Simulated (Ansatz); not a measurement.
# NbRh3Cl: the cost of one run

Computed with Ansatz 0.2.0 (DFT PBE, scalar-relativistic, plane waves, PAW, unless a step's input says otherwise).

### 1 The structure to begin with

It takes space group Pm-3m (No. 221, cubic). Conventional cell: a = 4.292 Å, b = 4.292 Å, c = 4.292 Å, α = 90.00°, β = 90.00°, γ = 90.00°. Nb (site symmetry m-3m) is surrounded by 12 Rh at 3.03 Å. Rh (site symmetry 4/mmm) has 2 Cl at 2.15 Å as nearest neighbours. Around Cl (site symmetry m-3m) lie 6 Rh at 2.15 Å.

Coordinates:

```cif
data_structure
_symmetry_space_group_name_H-M 'Pm-3m'
_symmetry_Int_Tables_number 221
_cell_length_a 4.2916
_cell_length_b 4.2916
_cell_length_c 4.2916
_cell_angle_alpha 90.000
_cell_angle_beta 90.000
_cell_angle_gamma 90.000
_cell_volume 79.04
loop_
_atom_site_label
_atom_site_type_symbol
_atom_site_symmetry_multiplicity
_atom_site_Wyckoff_symbol
_atom_site_fract_x
_atom_site_fract_y
_atom_site_fract_z
_atom_site_occupancy
Nb1 Nb 1 b 0.50000 0.50000 0.50000 1
Rh1 Rh 3 d 0.00000 0.00000 0.50000 1
Cl1 Cl 1 a 0.00000 0.00000 0.00000 1
```

Recipe of the guess: species swapped into a database cell of RbAuCl3 (Pm-3m, No. 221), with Nb on the Rb sites, Cl on the Au sites and Rh on the Cl sites. Its size is a rough estimate.

### 2 Probe: one point on a coarse mesh

input.yaml reads:

```yaml
crystal:
  lattice:
    - [4.29161738, 0.0, 0.0]
    - [0.0, 4.29161738, 0.0]
    - [0.0, 0.0, 4.29161738]
  atoms:
    - { symbol: Nb, position: [0.5, 0.5, 0.5] }
    - { symbol: Rh, position: [0.0, 0.0, 0.5], spin: -1.0 }
    - { symbol: Rh, position: [0.5, 0.0, 0.0], spin: 1.0 }
    - { symbol: Rh, position: [0.0, 0.5, 0.0], spin: 1.0 }
    - { symbol: Cl, position: [0.0, 0.0, 0.0] }
basis:
  ecutwfc: 420
kpoints:
  mp_grid: { grid: [4, 4, 4] }
hamiltonian:
  xc: pbe
scf:
  occupations: { method: gaussian, width: 0.1 }
  lower_state_search: "off"
output:
  forces: true
  stress: true
  eigenvalues: true
  populations: true
magnetization:
  spin_polarized: true
```

Run with:

```sh
$ ansatz run input.yaml --threads 1 --pin off --max-ram 2048MiB --backend cpu --events-out ev --progress --plain --runs-dir out
```

**Question.** How long does this run take on 1 thread of Intel Xeon Platinum 8259CL at 2.50GHz (Skylake/Cascade Lake), shared host, and how much memory does it need?

About 18 s, with a peak of 0.47 GiB.
